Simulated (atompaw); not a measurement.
**Pr: generating and testing a PAW (atompaw) potential**

Task: generate the file, and judge it by its logarithmic derivatives, its ghosts and its cutoff.

Method: atompaw 4.2.0.5, PBE, scalar-relativistic.

**1. Settings**

The settings as typed:

- element: praseodymium (Pr, Z = 59)
- type: PAW
- frozen core: [Kr] 4d10
- valence charge: 13
- reference configuration: 4f3 5s2 5p6 5d0 6s1.75 6p0 (charge +0.25)
- partial waves: 5s (bound): rc 1.70 bohr; 6s (bound): rc 3.00 bohr; 5p (bound): rc 2.05 bohr; 6p (bound, empty): rc 3.00 bohr; 5d (bound, empty): rc 3.00 bohr; 5d channel at 0.4 Ry: rc 3.00 bohr; 4f (bound): rc 1.15 bohr; 4f channel at 0.5 Ry: rc 1.15 bohr
- local potential: troulliermartins scheme with l = 4 at -0.5 Ry, radius 2.00 bohr
- core correction: smooth core density matched at 2.35 bohr
- augmentation charge: besselshape compensation charge, radius 2.45 bohr; PAW radius 3.00 bohr; waves and projectors: custom polynom vanderbiltortho

**2. The generation run**

Contents of Pr.input:

```
Pr 59
GGA-PBE scalarrelativistic loggrid 2001 logderivrange -5 5 251
6 6 5 4 0 0
6 0 1.75
6 1 0
5 2 0
4 3 3
0 0 0
c
c
c
c
v
v
c
c
c
v
v
c
c
v
v
3
3.00 2.45 2.00 2.35
n
n
y
0.4
n
y
0.5
n
custom polynom vanderbiltortho besselshape
4 -0.5 troulliermartins
1.70
3.00
2.05
3.00
3.00
3.00
1.15
1.15
PWSCFOUT
UPFDX 0.0125d0 UPFXMIN -7.d0 UPFZMESH 59.d0
END
```

Started as:

```
$ atompaw < Pr.input > Pr.log
```

Q: Predict the outcome of this session. Wanted: cutoffs for 10 and 1 mRy, occupied levels; bound ghosts; largest phase difference near zero energy, channels read; lowest eigenvalue of the overlap; share of valence orbitals outside the PAW sphere; UPF file.

**Answer**, as computed:

| quantity | value |
| --- | --- |
| cutoffs for 10 and 1 mRy, occupied levels | 140 Ry and 200 Ry |
| bound ghosts | none found |
| largest phase difference near zero energy, channels read | 2.754 rad |
| lowest eigenvalue of the overlap (Bessel basis) | 0.615 (p) |
| share of valence orbitals outside the PAW sphere | 5s 1 %, 6s 84 %, 5p 4 %, 6p 95 %, 5d 46 %, 4f 4 % |
| UPF file | written |

It counts as very hard, with 140 Ry needed at the looser tolerance. The slowest occupied level is 4f: taken alone it needs 160 Ry to come within 1 mRy, against 25 Ry for 5s. No bound ghost shows below the valence levels. Of the channels read, s scatters worst near zero energy, by up to 2.75 rad. The pseudo curves have a pole with no partner nearby in the atom's: s at 0.75 Ry. At positive energy that is a spurious or a displaced resonance.
